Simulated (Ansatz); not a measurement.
# AlCl2H3OSi: the cost of one run

All numbers below are computed with Ansatz 0.2.0 (RKS PBE-D4/def2-SVP).

### Step 1. The structure to begin with

Bond lengths: Al1–O2 1.780 Å, O2–Si3 1.680 Å, Si3–H4 1.460 Å, Si3–H5 1.460 Å, Si3–H6 1.460 Å, Al1–Cl7 2.230 Å, Al1–Cl8 2.230 Å. Angles: Al1–O2–Si3 125.0°, O2–Al1–Cl7 120.0°, O2–Al1–Cl8 120.0°, Cl7–Al1–Cl8 120.0°, O2–Si3–H4 109.5°, O2–Si3–H5 109.5°, O2–Si3–H6 109.5°, H4–Si3–H5 109.4°, H4–Si3–H6 109.4°, H5–Si3–H6 109.4°.

Structure file:

```xyz
8

Al    0.0000    0.0000    0.0000
O     0.0000    0.0000    1.7800
Si   -1.3147   -0.4067    2.7436
H    -2.2390   -1.2403    1.9804
H    -0.8506   -1.1432    3.9157
H    -1.9987    0.8095    3.1733
Cl    1.9312    0.0000   -1.1150
Cl   -1.9312    0.0000   -1.1150
```

### Step 2. Relaxing the start

Contents of input.yaml:

```yaml
crystal:
  periodic: [false, false, false]
  atoms:
    - { symbol: Al, position_ang: [0.0, 0.0, 0.0] }
    - { symbol: O, position_ang: [0.0, 0.0, 1.78] }
    - { symbol: Si, position_ang: [-1.3147, -0.4067, 2.7436] }
    - { symbol: H, position_ang: [-2.239, -1.2403, 1.9804] }
    - { symbol: H, position_ang: [-0.8506, -1.1432, 3.9157] }
    - { symbol: H, position_ang: [-1.9987, 0.8095, 3.1733] }
    - { symbol: Cl, position_ang: [1.9312, 0.0, -1.115] }
    - { symbol: Cl, position_ang: [-1.9312, 0.0, -1.115] }
basis:
  gaussian: { orbitals: def2-SVP }
hamiltonian:
  xc: pbe
  dispersion: d4
relax:
  f_tol: 0.02
  max_steps: 40
output:
  orbitals: {}
```

Run with:

```bash
$ ansatz run input.yaml --threads 2 --pin off --max-ram 3072MiB --backend cpu --events-out ev --progress --plain --runs-dir out
```

What time and memory should one allow on 2 threads of Arm Neoverse V2, shared host?

About 39 s, with a peak of 0.15 GiB.
